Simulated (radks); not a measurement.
# Spin polarisation of the 4d shell in Ru²⁺

An exercise on one series of results from a longer session: the logs are not shown, and one member is left open.

Program: radks (a radial shooting solver on a logarithmic mesh, Libxc functionals) version 1. Level of theory: scalar-relativistic Kohn-Sham, r2SCAN, spin-polarised, spherical densities, finite nucleus. These are calculated values, not measurements, unless marked.

## The atom as given

```
element            : ruthenium (Z = 44)
charge             : +2
electrons          : 42
configuration      : [Kr] 4d(up 3, down 3)
nuclear rms radius : 4.4809 fm
```

A shell typed twice in an input gives spin up, then spin down.

The first run:

Settings of this run:

```text
Z 44
configuration [Kr] 4d3 4d3
relativity scalar-relativistic
functional r2scan,r2scan
spin polarised
nucleus finite rms 4.4809 fm
c 137.035999084
```

Among the steps run: No moment.

One table of the session follows, with a row left open; its other results are not shown here.

From the orbitals of this run (lengths in bohr):

| level | <r> | outermost maximum (interpolated) | 90 % within | nodes |
| --- | --- | --- | --- | --- |
| 2s | 0.1456 | 0.123 | 0.225 | 1 |
| 2p | 0.1270 | 0.0983 | 0.207 | 0 |
| 3s | 0.4017 | 0.361 | 0.592 | 2 |
| 3p | ? | ? | ? | ? |
| 3d | 0.3841 | 0.302 | 0.610 | 0 |
| 4s | 1.020 | 0.916 | 1.48 | 3 |
| 4p | 1.123 | 0.982 | 1.66 | 2 |
| 4d | 1.517 | 1.19 | 2.39 | 1 |

Estimate the missing values for 3p.

As computed: <r>: 0.4024; outermost maximum (interpolated): 0.355; 90 % within: 0.606; nodes: 1. In the column «<r>» it lies between 3s (0.4017) and 4s (1.020).
